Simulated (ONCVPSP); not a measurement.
# Fluorine: generating and testing an ONCV potential

Task: generate the file, and judge it by its errors in other configurations, its logarithmic derivatives, its ghosts and its cutoff.

Method: ONCVPSP 4.0.1.1 (patched build), PBE, scalar-relativistic.

## (1) The atom and the settings

The settings as typed:

```
element                 : fluorine (F, Z = 9)
type                    : optimised norm-conserving Vanderbilt (ONCV)
frozen core             : [He]
valence charge          : 7
reference configuration : 2s2 2p5
partial waves           : 2s: rc 0.85 bohr, ncon 4, nbas 8, qcut 9.5 1/bohr, 1 projector; 2p: rc 1.15 bohr, ncon 3, nbas 6, qcut 14.1 1/bohr, 2 projectors, debl 3 Ha; d scattering state at 0.16 Ha: rc 1.20 bohr, ncon 4, nbas 8, qcut 7.7 1/bohr, 1 projector
local potential         : polynomial inside 0.75 bohr (lpopt 5, dvloc0 0 Ha)
core correction         : polynomial model core, fcfact 0.2
```

The outer shells as boxes (Hund's rule for the drawing; the calculation is spin-unpolarised):

```
[He] core
2s [↑↓]
2p [↑↓][↑↓][↑ ]
```

## (2) Generating the potential

The input, F.dat:

```
# ATOM AND REFERENCE CONFIGURATION
# atsym  z   nc   nv     iexc    psfile
  F 9.00    1    2        4      upf
#
#   n    l    f
    1    0    2.00
    2    0    2.00
    2    1    5.00
#
# PSEUDOPOTENTIAL AND OPTIMIZATION
# lmax
    2
#
#   l,   rc,      ep,       ncon, nbas, qcut
    0    0.85    0.00    4    8    9.50
    1    1.15    0.00    3    6   14.10
    2    1.20    0.16    4    8    7.70
#
# LOCAL POTENTIAL
# lloc, lpopt,  rc(5),   dvloc0
    4    5    0.75    0.00
#
# VANDERBILT-KLEINMAN-BYLANDER PROJECTORs
# l, nproj, debl
    0    1    2.00
    1    2    3.00
    2    1    1.40
#
# MODEL CORE CHARGE
# icmod, fcfact, rcfact
    1    0.20    0.00
#
# LOG DERIVATIVE ANALYSIS
# epsh1, epsh2, depsh
   -3.00    5.00    0.02
#
# OUTPUT GRID
# rlmax, drl
    6.00    0.01
#
# TEST CONFIGURATIONS
# ncnf
    4
# nvcnf
#   n    l    f
    2
    2    0    2.00
    2    1    4.00
#
    2
    2    0    2.00
    2    1    3.00
#
    2
    2    0    2.00
    2    1    2.00
#
    2
    2    0    2.00
    2    1    4.50
#
```

On the command line:

```console
$ oncvpsp.x < F.dat > F.out
```

Q: Predict the outcome of this session. Wanted: cutoffs for 1 and 0.1 mHa per electron, occupied waves; bound ghosts; GHOST(+) flags; largest test error; largest phase difference near zero energy, channels read; rms error of d²Exc/dn², without and with the model core.

The runs gave:

| quantity | value |
| --- | --- |
| cutoffs for 1 and 0.1 mHa per electron, occupied waves | 54 Ha and 184 Ha |
| bound ghosts | none found |
| GHOST(+) flags | none at low energy |
| largest test error (AE − PS) | +356 meV, for 2s2 2p2 |
| largest phase difference near zero energy, channels read | 0.002 rad |
| rms error of d²Exc/dn², without and with the model core | 1.80 and 1.64 mHa |

**Reading.** The worst unpolarised test, 2s2 2p2, is off by 356 meV on 118.4 eV; by total energies transferability rates as poor. That test lies far up in energy; among those under 40 eV, nearer to bonding, the largest error is 9.4 meV. The potential is hard: the looser tolerance needs 54 Ha. The tighter tolerance needs 184 Ha, and converged work needs a cutoff nearer that. At the looser tolerance the 2p wave is the slowest; 2s needs 43 Ha. No bound ghost shows below the valence levels. Near zero energy the phases of the channels with partial waves agree within 0.002 rad. These are tests on the free atom; a crystal test is still owed.
